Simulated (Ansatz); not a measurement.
Al3Au in Ansatz: the effect of functional

The system is Al3Au.

```
CELL_PARAMETERS angstrom
-2.02533 2.02533 4.05660
2.02533 -2.02533 4.05660
2.02533 2.02533 -4.05660
ATOMIC_POSITIONS crystal
Au 0.00000 0.00000 0.00000
Al 0.50000 0.50000 0.00000
Al 0.25000 0.75000 0.50000
Al 0.75000 0.25000 0.50000
```

The cell comes from a database or a generator and needn't be the stable form of this composition.

Alike in all runs:

```yaml
Program: Ansatz 0.2.0
Task: equation of state
Potentials_or_basis: Ansatz PAW
k_mesh: 9 × 9 × 9
Occupations: fermi-dirac, width 0.05 eV
Spin: no spin polarisation
```

**Question.** One run gave: V0 of scaled cells 15.80 Å³/atom; B0 108 GPa. Which functional did it use?
A. PBE
B. r2SCAN
C. LDA

**Answer.** C.

```csv
functional,cutoff,V0 of scaled cells (Å³/atom),B0 (GPa)
PBE,420 eV,16.71,94
LDA,420 eV,15.80,108
r2SCAN,500 eV,16.18,109
```

Caveats: the cell was scaled at fixed shape and fractional positions, which overstates the stiffness of a crystal with free parameters, most of all of layers and chains; the PAW data sets come from PBE, with cores solved anew for the run's functional, which leaves a small shift of forces and pressure (some runs).

Not every run made on this cell is shown here.
